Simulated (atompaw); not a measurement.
**A PAW (atompaw) potential for terbium, from input to tests**

Do these settings give a usable potential? It is generated, then checked for scattering, ghosts and hardness.

The numbers are computed with atompaw 4.2.0.5 (PBE, scalar-relativistic, spin-unpolarised reference atom).

### Step 1. The design

The settings as typed:

| Item | Value |
| --- | --- |
| element | terbium (Tb, Z = 65) |
| type | PAW |
| frozen core | [Kr] 4d10 |
| valence charge | 19 |
| reference configuration | 4f8.5 5s2 5p6 5d0.5 6s2 6p0 |
| partial waves | 5s (bound): rc 2.10 bohr; 6s (bound): rc 2.95 bohr; 5p (bound): rc 2.05 bohr; 6p (bound, empty): rc 2.95 bohr; 5d (bound): rc 2.95 bohr; 5d channel at 1.7 Ry: rc 2.95 bohr; 4f (bound): rc 1.15 bohr; 4f channel at 4.6 Ry: rc 1.15 bohr |
| local potential | bessel scheme, radius 2.20 bohr |
| core correction | smooth core density matched at 2.80 bohr |
| augmentation charge | besselshape compensation charge, radius 2.20 bohr; PAW radius 2.95 bohr; waves and projectors: modrrkj vanderbiltortho |

An earlier all-electron run gives the scale for the radii.

All-electron outer shells of the reference configuration (PBE, scalar-relativistic, ld1.x):

```json
{"shell": "4p", "level (eV)": "-283.84", "outermost node (bohr)": "0.28", "outermost maximum (bohr)": "0.53"}
{"shell": "4d", "level (eV)": "-150.29", "outermost node (bohr)": "0.26", "outermost maximum (bohr)": "0.55"}
{"shell": "5s", "level (eV)": "-49.40", "outermost node (bohr)": "0.64", "outermost maximum (bohr)": "1.18"}
{"shell": "5p", "level (eV)": "-26.40", "outermost node (bohr)": "0.69", "outermost maximum (bohr)": "1.33"}
{"shell": "4f", "level (eV)": "-5.90", "outermost node (bohr)": "–", "outermost maximum (bohr)": "0.56"}
{"shell": "6s", "level (eV)": "-3.99", "outermost node (bohr)": "1.59", "outermost maximum (bohr)": "3.41"}
{"shell": "5d", "level (eV)": "-1.88", "outermost node (bohr)": "0.78", "outermost maximum (bohr)": "2.02"}
{"shell": "6p", "level (eV)": "-1.28", "outermost node (bohr)": "1.92", "outermost maximum (bohr)": "4.66"}
```

### Step 2. Generating the potential

File Tb.input:

```
Tb 65
GGA-PBE scalarrelativistic loggrid 2001 logderivrange -6 5 276
6 6 5 4 0 0
6 1 0
5 2 0.5
4 3 8.5
0 0 0
c
c
c
c
v
v
c
c
c
v
v
c
c
v
v
3
2.95 2.20 2.20 2.80
n
n
y
1.7
n
y
4.6
n
modrrkj vanderbiltortho besselshape
bessel
2.10
2.95
2.05
2.95
2.95
2.95
1.15
1.15
PWSCFOUT
UPFDX 0.0125d0 UPFXMIN -7.d0 UPFZMESH 65.d0
END
```

Command:

```
atompaw < Tb.input > Tb.log
```

Before running it: what results should come out? Wanted: cutoffs for 10 and 1 mRy, occupied levels; bound ghosts; largest phase difference near zero energy, channels read; lowest eigenvalue of the overlap; share of valence orbitals outside the PAW sphere; UPF file.

The runs gave:

```
                                                quantity                                              value
               cutoffs for 10 and 1 mRy, occupied levels                                  140 Ry and 230 Ry
                                            bound ghosts                                         none found
largest phase difference near zero energy, channels read                                          1.005 rad
         lowest eigenvalue of the overlap (Bessel basis)                                          0.706 (p)
        share of valence orbitals outside the PAW sphere  5s 0 %, 6s 78 %, 5p 2 %, 6p 94 %, 5d 44 %, 4f 1 %
                                                UPF file                                            written
```

What this shows: The potential is very hard: the looser tolerance needs 140 Ry. The slowest occupied level is 4f: taken alone it needs 140 Ry to come within 1 mRy, against 18 Ry for 5p. The Bessel-basis test finds no level below the valence levels. Near zero energy the largest phase difference among the channels read is 1.00 rad, in the f channel. These are tests on the free atom; a crystal test is still owed.
